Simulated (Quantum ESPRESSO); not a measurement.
Crystal: InSb3.

```
Sb In
1.0
     4.80637    0.00000    0.00000
     0.00000    4.80637    0.00000
     0.00000    0.00000    4.80637
Sb In
3 1
Direct
  0.50000 0.50000 0.00000
  0.00000 0.50000 0.50000
  0.50000 0.00000 0.50000
  0.00000 0.00000 0.00000
```

The cell comes from a database or a generator and needn't be the stable form of this composition.

| Property | Result |
| --- | --- |
| Program | Quantum ESPRESSO 7.5 |
| Task | single point |
| Functional | PBEsol |
| Potentials or basis | GBRV 1.5 PBEsol |
| Cutoff | 762 eV |
| Density cutoff | 6095 eV |
| k mesh | 6 × 6 × 6 |
| Occupations | fermi-dirac, width 0.05 eV |
| Spin | no spin polarisation |

On this cell: pressure -2.7 GPa; largest force zero by symmetry; band gap on the k mesh none (metal or under the smearing width).

The same run follows on a disturbed copy (atoms moved at random, drawn with an rms of 0.05 Å):

```
CELL_PARAMETERS angstrom
4.80637 0.00000 0.00000
0.00000 4.80637 0.00000
0.00000 0.00000 4.80637
ATOMIC_POSITIONS crystal
Sb 0.51050 0.48869 0.99375
Sb 0.00030 0.50846 0.50419
Sb 0.50096 0.99871 0.50049
In 0.99574 0.99724 0.00411
```

Question: What does the disturbed cell give?

Answer: The energy (extrapolated to zero smearing) moves by -0.1 meV/atom; pressure -2.6 GPa; largest force 0.079 eV/Å; band gap on the k mesh none (metal or under the smearing width).

Forces on the atoms (eV/Å):
```
Sb  -0.037 -0.031 -0.019
Sb   0.024  0.020  0.007
Sb  -0.063  0.004 -0.005
In   0.077  0.007  0.018
```
